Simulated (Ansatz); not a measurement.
# AlO2: the cost of one run

Method: DFT PBE, scalar-relativistic, plane waves, PAW, in Ansatz 0.2.0.

### Step 1. The system as given

The structure is orthorhombic, space group Pnma (No. 62). Conventional cell: a = 9.440 Å, b = 2.840 Å, c = 4.420 Å, α = 90.00°, β = 90.00°, γ = 90.00°. Al (site symmetry m) has 6 O at 1.84 to 2.02 Å in its first shell of neighbours. O (site symmetry m) has 3 Al at 1.84 to 1.86 Å in its first shell of neighbours. O (site symmetry m) is surrounded by 3 Al at 1.98 to 2.02 Å.

Structure file:

```
CELL_PARAMETERS angstrom
9.44000 0.00000 0.00000
0.00000 5.68000 0.00000
0.00000 0.00000 8.84000
ATOMIC_POSITIONS crystal
Al 0.14600 0.12500 0.47600
Al 0.14600 0.12500 0.97600
Al 0.14600 0.62500 0.47600
Al 0.14600 0.62500 0.97600
Al 0.85400 0.37500 0.02400
Al 0.85400 0.37500 0.52400
Al 0.85400 0.87500 0.02400
Al 0.85400 0.87500 0.52400
Al 0.35400 0.37500 0.22600
Al 0.35400 0.37500 0.72600
Al 0.35400 0.87500 0.22600
Al 0.35400 0.87500 0.72600
Al 0.64600 0.12500 0.27400
Al 0.64600 0.12500 0.77400
Al 0.64600 0.62500 0.27400
Al 0.64600 0.62500 0.77400
O 0.80100 0.12500 0.14350
O 0.80100 0.12500 0.64350
O 0.80100 0.62500 0.14350
O 0.80100 0.62500 0.64350
O 0.19900 0.37500 0.35650
O 0.19900 0.37500 0.85650
O 0.19900 0.87500 0.35650
O 0.19900 0.87500 0.85650
O 0.69900 0.37500 0.39350
O 0.69900 0.37500 0.89350
O 0.69900 0.87500 0.39350
O 0.69900 0.87500 0.89350
O 0.30100 0.12500 0.10650
O 0.30100 0.12500 0.60650
O 0.30100 0.62500 0.10650
O 0.30100 0.62500 0.60650
O 0.94400 0.12500 0.40100
O 0.94400 0.12500 0.90100
O 0.94400 0.62500 0.40100
O 0.94400 0.62500 0.90100
O 0.05600 0.37500 0.09900
O 0.05600 0.37500 0.59900
O 0.05600 0.87500 0.09900
O 0.05600 0.87500 0.59900
O 0.55600 0.37500 0.15100
O 0.55600 0.37500 0.65100
O 0.55600 0.87500 0.15100
O 0.55600 0.87500 0.65100
O 0.44400 0.12500 0.34900
O 0.44400 0.12500 0.84900
O 0.44400 0.62500 0.34900
O 0.44400 0.62500 0.84900
```

The runs take a perfect supercell of 48 atoms; the defect goes to fractional position (0.146, 0.125, 0.476).

### Step 2. The perfect supercell

Contents of input.yaml:

```yaml
crystal:
  lattice:
    - [9.44, 0.0, 0.0]
    - [0.0, 5.68, 0.0]
    - [0.0, 0.0, 8.84]
  atoms:
    - { symbol: Al, position: [0.146, 0.125, 0.476] }
    - { symbol: Al, position: [0.146, 0.125, 0.976] }
    - { symbol: Al, position: [0.146, 0.625, 0.476] }
    - { symbol: Al, position: [0.146, 0.625, 0.976] }
    - { symbol: Al, position: [0.854, 0.375, 0.024] }
    - { symbol: Al, position: [0.854, 0.375, 0.524] }
    - { symbol: Al, position: [0.854, 0.875, 0.024] }
    - { symbol: Al, position: [0.854, 0.875, 0.524] }
    - { symbol: Al, position: [0.354, 0.375, 0.226] }
    - { symbol: Al, position: [0.354, 0.375, 0.726] }
    - { symbol: Al, position: [0.354, 0.875, 0.226] }
    - { symbol: Al, position: [0.354, 0.875, 0.726] }
    - { symbol: Al, position: [0.646, 0.125, 0.274] }
    - { symbol: Al, position: [0.646, 0.125, 0.774] }
    - { symbol: Al, position: [0.646, 0.625, 0.274] }
    - { symbol: Al, position: [0.646, 0.625, 0.774] }
    - { symbol: O, position: [0.801, 0.125, 0.1435] }
    - { symbol: O, position: [0.801, 0.125, 0.6435] }
    - { symbol: O, position: [0.801, 0.625, 0.1435] }
    - { symbol: O, position: [0.801, 0.625, 0.6435] }
    - { symbol: O, position: [0.199, 0.375, 0.3565] }
    - { symbol: O, position: [0.199, 0.375, 0.8565] }
    - { symbol: O, position: [0.199, 0.875, 0.3565] }
    - { symbol: O, position: [0.199, 0.875, 0.8565] }
    - { symbol: O, position: [0.699, 0.375, 0.3935] }
    - { symbol: O, position: [0.699, 0.375, 0.8935] }
    - { symbol: O, position: [0.699, 0.875, 0.3935] }
    - { symbol: O, position: [0.699, 0.875, 0.8935] }
    - { symbol: O, position: [0.301, 0.125, 0.1065] }
    - { symbol: O, position: [0.301, 0.125, 0.6065] }
    - { symbol: O, position: [0.301, 0.625, 0.1065] }
    - { symbol: O, position: [0.301, 0.625, 0.6065] }
    - { symbol: O, position: [0.944, 0.125, 0.401] }
    - { symbol: O, position: [0.944, 0.125, 0.901] }
    - { symbol: O, position: [0.944, 0.625, 0.401] }
    - { symbol: O, position: [0.944, 0.625, 0.901] }
    - { symbol: O, position: [0.056, 0.375, 0.099] }
    - { symbol: O, position: [0.056, 0.375, 0.599] }
    - { symbol: O, position: [0.056, 0.875, 0.099] }
    - { symbol: O, position: [0.056, 0.875, 0.599] }
    - { symbol: O, position: [0.556, 0.375, 0.151] }
    - { symbol: O, position: [0.556, 0.375, 0.651] }
    - { symbol: O, position: [0.556, 0.875, 0.151] }
    - { symbol: O, position: [0.556, 0.875, 0.651] }
    - { symbol: O, position: [0.444, 0.125, 0.349] }
    - { symbol: O, position: [0.444, 0.125, 0.849] }
    - { symbol: O, position: [0.444, 0.625, 0.349] }
    - { symbol: O, position: [0.444, 0.625, 0.849] }
basis:
  ecutwfc: 420
  fft_grid_basis: typed
kpoints:
  mp_grid: { grid: [1, 2, 2] }
hamiltonian:
  xc: pbe
  pseudopotentials: { kind: paw }
scf:
  occupations: { method: gaussian, width: 0.05 }
output:
  forces: true
  stress: false
  eigenvalues: true
  bader: false
  write_density: true
  volumetric_format: npy
```

On the command line:

```bash
$ ansatz run input.yaml --threads 4 --pin off --max-ram 10240MiB --backend cpu --events-out ev --progress --plain --runs-dir out
```

**Question.** How long does this run take on 4 threads of Arm Neoverse V2, shared host, and how much memory does it need?

About 7.1 s, with a peak of 1.6 GiB.
